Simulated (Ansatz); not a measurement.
# Ytterbium, dhcp under BLYP: from relaxation to bulk modulus

What does BLYP give for ytterbium in the dhcp structure? We relax it, solve it on a dense k-mesh, then scale the cell to 7 volumes from 88 to 112 % of the relaxed one and try a fit of the equation of state. Spin polarisation is left out. The k-meshes are 9×9×3 for the relaxation; 13×13×4 for the dense run; 11×11×3 for the volumes.

Program: Ansatz 0.2.0. Level of theory: DFT BLYP, plane waves (420 eV) with PAW, scalar-relativistic; the PAW data stem from PBE, with regenerated cores. These are calculated values, not measurements.

## 1. The starting structure

It takes space group P6_3/mmc (No. 194, hexagonal). The conventional cell has a = 3.879 Å, b = 3.879 Å, c = 12.670 Å, α = 90.00°, β = 90.00°, γ = 120.00°. Around Yb (site symmetry -3m) lie 12 Yb at 3.88 Å. Yb (site symmetry -6m2) is surrounded by 12 Yb at 3.88 Å.

Coordinates:

```cif
data_structure
_symmetry_space_group_name_H-M 'P 1'
_symmetry_Int_Tables_number 1
_cell_length_a 3.8793
_cell_length_b 3.8793
_cell_length_c 12.6699
_cell_angle_alpha 90.000
_cell_angle_beta 90.000
_cell_angle_gamma 120.000
_cell_volume 165.13
loop_
_atom_site_label
_atom_site_type_symbol
_atom_site_fract_x
_atom_site_fract_y
_atom_site_fract_z
_atom_site_occupancy
Yb1 Yb 0.00000 0.00000 0.00000 1
Yb2 Yb 0.00000 0.00000 0.50000 1
Yb3 Yb 0.33333 0.66667 0.25000 1
Yb4 Yb 0.66667 0.33333 0.75000 1
```

## 2. Relaxing cell and atoms

The input, input.yaml:

```yaml
crystal:
  lattice:
    - [3.8793238081, 0.0, 0.0]
    - [-1.939661904, 3.3595929673, 0.0]
    - [0.0, 0.0, 12.6698715572]
  atoms:
    - { symbol: Yb, position: [0.0, 0.0, 0.0] }
    - { symbol: Yb, position: [0.0, 0.0, 0.5] }
    - { symbol: Yb, position: [0.3333333333, 0.6666666667, 0.25] }
    - { symbol: Yb, position: [0.6666666667, 0.3333333333, 0.75] }
hamiltonian:
  xc: blyp
  pseudopotentials:
    kind: paw
    azcp:
      Yb: "pseudopotentials/Yb.paw.azcp"
basis:
  ecutwfc: 420
  fft_grid_basis: typed
kpoints:
  mp_grid: { grid: [9, 9, 3], shift: [0, 0, 0] }
magnetization:
  spin_polarized: false
scf:
  occupations: { method: fermi_dirac, width: 0.1 }
relax:
  max_steps: 60
  f_tol: 0.01
  cell: {}
```

Launch:

```console
ansatz run input.yaml --threads 2 --pin off --max-ram 5120MiB --backend cpu --events-out ev --progress --plain --runs-dir out
```

Further steps of the session: The energy on a finer k-mesh; At 88 % of the relaxed volume; At 92 % of the relaxed volume; At 96 % of the relaxed volume; At 100 % of the relaxed volume; At 104 % of the relaxed volume; At 108 % of the relaxed volume; At 112 % of the relaxed volume.

What does the calculation give? Wanted: space group; conventional cell; volume; shortest distance; gap on the mesh; relative to fcc; V₀, B₀, B₀′.

The runs gave:

| quantity | value |
| --- | --- |
| space group (spins left aside) | P6_3/mmc (No. 194) |
| conventional cell | a = 3.755 Å, c = 12.258 Å (c/a = 3.264) |
| volume | 37.423 Å³/atom |
| shortest distance | 3.754 Å |
| gap on the mesh | none (levels filled in part) |
| relative to fcc | +12 meV/atom |
| V₀, B₀, B₀′ | 37.193 Å³/atom, 16.2 GPa, 4.1 |

From the guessed start the volume shrank by 9.3 % in 5 steps. Against the reference form of ytterbium (fcc, computed apart with the same settings) it stands 12 meV/atom higher. No gap shows: it is a metal or semimetal at this level. The fitted modulus is 16.2 GPa, a soft solid; letting shape and positions relax at each volume could only lower it. Relaxation kept the symmetry; phonons were not checked.
